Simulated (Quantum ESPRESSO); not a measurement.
The system is Ta3AsAu2O13.

```
CELL_PARAMETERS angstrom
6.43030 -1.94333 -0.00483
6.43030 1.94333 -0.00483
-2.54785 0.00000 10.68617
ATOMIC_POSITIONS crystal
Ta 0.42174 0.42174 0.35289
Ta 0.60514 0.60514 0.67616
Ta 0.33575 0.33575 0.98865
As 0.62199 0.62199 0.00347
Au 0.71608 0.71608 0.34780
Au 0.30523 0.30523 0.63263
O 0.69967 0.69967 0.15479
O 0.56266 0.56266 0.34673
O 0.27377 0.27377 0.44492
O 0.32994 0.32994 0.81777
O 0.48263 0.48263 0.55126
O 0.75351 0.75351 0.62745
O 0.36278 0.36278 0.18289
O 0.87969 0.87969 0.36594
O 0.57427 0.57427 0.83568
O 0.11671 0.11671 0.67068
O 0.49325 0.49325 0.03078
O 0.16601 0.16601 0.98717
O 0.79918 0.79918 0.98234
```

The cell was built by a generator and needn't be a form met in nature.

Base run:

- Program: Quantum ESPRESSO 7.5
- Functional: PBE
- Potentials or basis: SSSP 1.3 efficiency PBE
- Cutoff: 816 eV
- Density cutoff: 5987 eV
- k mesh: 5 × 5 × 2
- Occupations: fermi-dirac, width 0.05 eV
- Spin: no spin polarisation
- Hubbard terms: Au d U = 6 eV, Ta d U = 6 eV

Its results: band gap on the k mesh 0.23 eV, indirect (least direct gap 0.31 eV); pressure 3.1 GPa; largest force 0.677 eV/Å.

Task: The run is repeated on the same cell with these changes: hubbard terms from Au d U = 6 eV, Ta d U = 6 eV to Au d U = 2 eV, Ta d U = 2 eV. What comes out?

Result: Band gap on the k mesh 0.09 eV, indirect (least direct gap 0.10 eV); pressure 1.5 GPa; largest force 0.739 eV/Å.

Caveats: spin-orbit coupling is left out, which moves the levels of the heavy elements; an odd mesh through Γ misses points on the zone boundary, where band edges often lie.

Not every run made on this cell is shown here.
